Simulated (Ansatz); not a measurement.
**[MoO2S2]2- (MoS2O2 (-2)): single points with varied inputs**

How do the results and run time of [MoO2S2]2- (MoS2O2 (-2)) respond when the settings are drawn wide?

Computed with Ansatz 0.2.0, Gaussian basis. Level: the settings change from run to run.

1 further run of the same task is left out (set aside as unsound or not needed).

## Step 1: The molecule

The structure was relaxed beforehand with PBE-D4/def2-SVPD. Mo takes a core potential in def2 sets; no spin-orbit term is included.

5 atoms, charge -2, spin multiplicity 1.

Atoms are counted from 1 here; the program's logs count them from 0.

Bond lengths: Mo1–O2 1.750 Å, Mo1–O3 1.750 Å, Mo1–S4 2.277 Å, Mo1–S5 2.277 Å. Angles: O2–Mo1–O3 108.0°, O2–Mo1–S4 109.2°, O2–Mo1–S5 109.2°, O3–Mo1–S4 109.2°, O3–Mo1–S5 109.2°, S4–Mo1–S5 112.1°.

## Step 2: wB97/def2-SVP

Set apart from the defaults: a grid of angular degree 11, a point charge of 1.00 e beside it.

The input, in.yaml:

```yaml
crystal:
  periodic: [false, false, false]
  atoms:
    - {symbol: Mo, position_ang: [0.080012, -0.000292, 0.055903]}
    - {symbol: O, position_ang: [0.111829, -0.015912, 1.805552]}
    - {symbol: O, position_ang: [1.733875, 0.007911, -0.516081]}
    - {symbol: S, position_ang: [-0.966510, 1.892816, -0.656032]}
    - {symbol: S, position_ang: [-0.959206, -1.884523, -0.689343]}
basis:
  gaussian: {orbitals: def2-SVP, final_grid: {core_spheres: 5, valence_spheres: 4, degree: 11}, point_charges: [{charge: 1.00, position_ang: [4.766, 0.234, 0.040]}]}
total_charge: -2
hamiltonian: {xc: {name: wB97}}
scf: {omitted_lower_state_checks: [starts]}
```

Run with:

```console
$ ansatz run in.yaml --threads 4 --pin off --events-out ev --progress --plain --max-ram 3916MiB
```

What it wrote:

```text
Functional definition: wB97
  name "wB97"
  cite "Chai & Head-Gordon, J. Chem. Phys. 128, 084106 (2008) doi:10.1063/1.2834918"
  cite "Becke, J. Chem. Phys. 107, 8554 (1997) doi:10.1063/1.475007"
  parameter omega = 0.4/bohr
  parameter cx1 = 1.13116
  parameter cx2 = -2.74915
  parameter cx3 = 12.0900
  parameter cx4 = -5.71642
  parameter css1 = -2.55352
  parameter css2 = 11.8926
  parameter css3 = -26.9452
  parameter css4 = 17.0927
  parameter cos1 = 3.99051
  parameter cos2 = -17.0066
  parameter cos3 = 1.07292
  parameter cos4 = 8.88211
  # The coefficients of nought are those of the uniform gas.
  exchange = spin_sum(e_x_unif_sr(omega)*poly(b97_u_x, 1, cx1, cx2, cx3, cx4)) + exact_x_lr(omega)
  correlation = spin_sum(e_c_pw_same_spin*poly(b97_u_same, 1, css1, css2, css3, css4))
      + integral(e_c_pw_opposite_spin*poly(b97_u_opposite, 1, cos1, cos2, cos3, cos4))
these checks for a lower state are left out or cut short: starts
999 factors; their error is unknown
291 factors; integrals over basis functions are off by at most 1.2e-5 eV
mean field evaluation 1: about -27604.9344 eV, gradient 7.3e1 eV
mean field evaluation 2: about -27534.0660 eV, gradient 2.0e2 eV
mean field evaluation 4: about -27618.7503 eV, gradient 4.3e0 eV
mean field evaluation 8: about -27618.7982 eV, gradient 9.6e-2 eV
mean field evaluation 16: about -27618.8774 eV, gradient 1.2e-3 eV
mean field -27618.87742943 eV, -1014.9750247841 hartree, gradient 8.2e-5 eV, S^2 0.000000; 0 other end points of the search recorded, 0 dependent functions left out
reference -27618.87741539 eV, -1014.9750242682 hartree; 32, 32 occupied and 63, 63 virtual orbitals, 999 factors
Total energy: -27618.87741539 eV, -1014.9750242682 hartree
Checks for a lower state left out: starts
```

Wall time 0.71 s (4 threads of Arm Neoverse V2, shared host).

## Step 3: LC-wPBE/def2-mTZVP

Set apart from the defaults: coordinates scaled by 0.92, the search for lower states set to light.

The input, in.yaml:

```yaml
crystal:
  periodic: [false, false, false]
  atoms:
    - {symbol: Mo, position_ang: [0.073611, -0.000269, 0.051431]}
    - {symbol: O, position_ang: [0.102882, -0.014639, 1.661108]}
    - {symbol: O, position_ang: [1.595165, 0.007279, -0.474794]}
    - {symbol: S, position_ang: [-0.889189, 1.741391, -0.603549]}
    - {symbol: S, position_ang: [-0.882469, -1.733762, -0.634196]}
basis:
  gaussian: {orbitals: def2-mTZVP}
total_charge: -2
hamiltonian: {xc: {name: LC-wPBE}}
scf: {lower_state_search: light}
```

Same command.

What it wrote, shortened:

```text
Functional definition: LC-wPBE
  name "LC-wPBE"
  cite "Vydrov & Scuseria, J. Chem. Phys. 125, 234109 (2006) doi:10.1063/1.2409292"
  cite "Heyd & Scuseria, J. Chem. Phys. 120, 7274 (2004) doi:10.1063/1.1668634"
  cite "Ernzerhof & Perdew, J. Chem. Phys. 109, 3313 (1998) doi:10.1063/1.476928"
  cite "Perdew, Burke & Ernzerhof, Phys. Rev. Lett. 77, 3865 (1996) doi:10.1103/PhysRevLett.77.3865"
  parent pbe
[...]
1051 factors; their error is unknown
418 factors; integrals over basis functions are off by at most 1.8e-5 eV
[...]
mean field -27616.41272019 eV, -1014.8844483901 hartree, gradient 4.3e-5 eV, S^2 0.000000; 0 other end points of the search recorded, 0 dependent functions left out
reference -27616.41272020 eV, -1014.8844483904 hartree; 32, 32 occupied and 93, 93 virtual orbitals, 1051 factors
Total energy: -27616.41272020 eV, -1014.8844483904 hartree
```

It took 1.4 s on 4 threads of Arm Neoverse V2, shared host.

## Step 4: r2SCANh/cc-pVTZ-DK

The input, in.yaml:

```yaml
crystal:
  periodic: [false, false, false]
  atoms:
    - {symbol: Mo, position_ang: [0.080012, -0.000292, 0.055903]}
    - {symbol: O, position_ang: [0.111829, -0.015912, 1.805552]}
    - {symbol: O, position_ang: [1.733875, 0.007911, -0.516081]}
    - {symbol: S, position_ang: [-0.966510, 1.892816, -0.656032]}
    - {symbol: S, position_ang: [-0.959206, -1.884523, -0.689343]}
basis:
  gaussian: {orbitals: cc-pVTZ-DK}
total_charge: -2
hamiltonian: {xc: {name: r2SCANh}}
output: {forces: true}
```

Launched as before.

What it wrote, shortened:

```text
Functional definition: r2SCANh
  name "r2SCANh"
  cite "Bursch, Neugebauer, Ehlert & Grimme, J. Chem. Phys. 156, 134105 (2022) doi:10.1063/5.0086040"
  cite "Furness, Kaplan, Ning, Perdew & Sun, J. Phys. Chem. Lett. 11, 8208 (2020) doi:10.1021/acs.jpclett.0c02405"
  cite "Furness, Kaplan, Ning, Perdew & Sun, J. Phys. Chem. Lett. 11, 9248 (2020) doi:10.1021/acs.jpclett.0c03077"
  parent r2scan
[...]
1515 factors; their error is unknown
[...]
mean field -135993.87838741 eV, -4997.6828507757 hartree, gradient 8.7e-6 eV, S^2 0.000000; 0 other end points of the search recorded, 0 dependent functions left out
[...]
reference -135993.87840657 eV, -4997.6828514798 hartree; 46, 46 occupied and 159, 159 virtual orbitals, 1515 factors
Total energy: -135993.87840657 eV, -4997.6828514798 hartree
Relativity: scalar
Atom 0 at     0.080012    -0.000292     0.055903 Å, force     0.554124    -0.003095     0.387334 eV/Å
Atom 1 at     0.111829    -0.015912     1.805552 Å, force    -0.014358     0.009409    -0.974906 eV/Å
Atom 2 at     1.733875     0.007911    -0.516081 Å, force    -0.920106    -0.004414     0.321812 eV/Å
Atom 3 at    -0.966510     1.892816    -0.656032 Å, force     0.191012    -0.351837     0.130136 eV/Å
Atom 4 at    -0.959206    -1.884523    -0.689343 Å, force     0.189329     0.349937     0.135624 eV/Å
Dipole moment:     0.303682    -0.001320     0.212152 e Å
```

Wall time 11 s (4 threads of Arm Neoverse V2, shared host); peak memory 0.79 GiB.

Largest force 0.975 eV/Å.

## Step 5: PBE-QIDH/def2-SVP

Set apart from the defaults: atoms shaken by 0.03 Å.

The input, in.yaml:

```yaml
crystal:
  periodic: [false, false, false]
  atoms:
    - {symbol: Mo, position_ang: [0.035983, -0.007777, -0.006320]}
    - {symbol: O, position_ang: [0.110040, -0.040020, 1.776147]}
    - {symbol: O, position_ang: [1.710907, -0.024987, -0.473065]}
    - {symbol: S, position_ang: [-0.942628, 1.926917, -0.708087]}
    - {symbol: S, position_ang: [-0.957367, -1.880127, -0.710215]}
basis:
  gaussian: {orbitals: def2-SVP}
total_charge: -2
hamiltonian: {xc: {name: PBE-QIDH}}
```

Same command.

What it wrote, shortened:

```text
Functional definition: PBE-QIDH
  name "PBE-QIDH"
  cite "Brémond, Sancho-García, Pérez-Jiménez & Adamo, J. Chem. Phys. 141, 031101 (2014) doi:10.1063/1.4890314"
  cite "Perdew, Burke & Ernzerhof, Phys. Rev. Lett. 77, 3865 (1996) doi:10.1103/PhysRevLett.77.3865"
[...]
897 factors; integrals over basis functions are off by at most 1.4e-3 eV
[...]
mean field -27580.23189563 eV, -1013.5548276119 hartree, gradient 8.7e-6 eV, S^2 0.000000; 1 other end points of the search recorded, 0 dependent functions left out
12 core orbitals not correlated: weight in the atoms' cores, before any rotation towards them, 1.000 or more for the frozen orbitals, at most 0.000 for the correlated occupied ones
reference -27580.23191344 eV, -1013.5548282663 hartree; 20, 20 occupied and 63, 63 virtual orbitals, 897 factors
second order -35.66611785 eV of doubles, -0.00000000 eV of singles
Total energy: -27592.12061939 eV, -1013.9917301515 hartree
```

Run time: 1.9 s. Hardware: 4 threads of Arm Neoverse V2, shared host.

## Step 6: The runs in one table

```tsv
level	charge	multiplicity	geometry	functions	energy (eV)	time
wB97/def2-SVP	-2	1	relaxed, point charge	95	-27618.877	0.71 s
LC-wPBE/def2-mTZVP	-2	1	scaled	125	-27616.413	1.4 s
r2SCANh/cc-pVTZ-DK	-2	1	relaxed	205	-135993.878	11 s
PBE-QIDH/def2-SVP	-2	1	shaken	95	-27592.121	1.9 s
```

## Step 7: What came out

| quantity | value |
| --- | --- |
| runs | 4 |
| quickest | wB97/def2-SVP, 0.71 s |
| slowest | r2SCANh/cc-pVTZ-DK, 11 s |

What this shows: The runs differ in state or geometry as well as level, so their energies can't be set against each other. r2SCANh/cc-pVTZ-DK took 16 times as long as wB97/def2-SVP. The jobs differ in tasks and options as well as level. At the PBE-D4/def2-SVPD geometry and in the same state, runs without warnings or point charges leave forces up to 0.98 eV/Å (r2SCANh/cc-pVTZ-DK).

A small anion of this charge may not be bound in the gas phase; the finite basis can hold electrons that would leave.
